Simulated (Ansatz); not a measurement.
BaWO4 under changes of volume

One of the cells (17.514 Å³/atom); the others are scaled copies at fixed shape and fractional positions:

```
W Ba O
1.0
     4.06150   -6.36598    0.00000
     4.06150    6.36598    0.00000
    -4.00805    0.00000    4.06437
W Ba O
2 2 8
Direct
  0.62104 0.37896 0.75000
  0.37896 0.62104 0.25000
  0.12630 0.87370 0.75000
  0.87370 0.12630 0.25000
  0.31722 0.23105 0.38367
  0.76895 0.68278 0.11633
  0.68278 0.76895 0.61633
  0.23105 0.31722 0.88367
  0.16453 0.56758 0.34195
  0.43242 0.83547 0.15805
  0.83547 0.43242 0.65805
  0.56758 0.16453 0.84195
```

The cell is a database's computed one.

* Program: Ansatz 0.2.0
* Functional: PBEsol
* Potentials or basis: Ansatz PAW
* Cutoff: 420 eV (not typed: the program's choice for these potentials)
* k mesh: 5 × 5 × 7
* Occupations: fermi-dirac, width 0.05 eV
* Spin: no spin polarisation

```csv
volume (Å³/atom),energy over the lowest point (meV/atom),pressure (GPa),gap on the mesh (eV),largest force (eV/Å)
16.463,0.00,0.0,4.61,0.223
16.814,3.28,-3.0,4.52,0.419
17.164,?,?,?,?
17.514,27.85,-8.1,4.33,1.322
17.865,47.83,-10.2,4.23,1.726
18.215,72.23,-12.1,4.14,2.101
18.565,100.57,-13.8,4.04,2.447
```

Problem. What does the run at 17.164 Å³/atom give?

Solution. Energy over the lowest point 12.78 meV/atom; pressure -5.7 GPa; gap on the mesh 4.42 eV; largest force 0.885 eV/Å.

Worked out: A Birch-Murnaghan fit of order 3 (a polynomial in V^(-2/3)) to the other rows has its minimum at 16.47 Å³/atom with B0 = V·E''(V) = 149 GPa and B' = 4.3 at fixed shape and positions, which overstates the stiffness. It gives 12.79 meV/atom at 17.164 Å³/atom, against the run's 12.78, and -dE/dV = -5.7 GPa, against -5.7. A straight line through the other rows of the gap, of slope -4.74 eV per unit of ln V, gives 4.42 eV, against the run's 4.42.

Energies are extrapolated to zero smearing.

Caveats: odd divisions of the mesh miss points on the zone boundary, where band edges often lie, so the gap on the mesh can be too wide; spin-orbit coupling is left out, which moves the levels of the heavy elements; the PAW data sets come from PBE, with cores solved anew for the run's functional, which leaves a small shift of forces and pressure; forces of over 1 eV/Å show positions far from the minimum, so gaps and moduli don't describe the material at rest (some runs).

A mesh can miss the band edges.
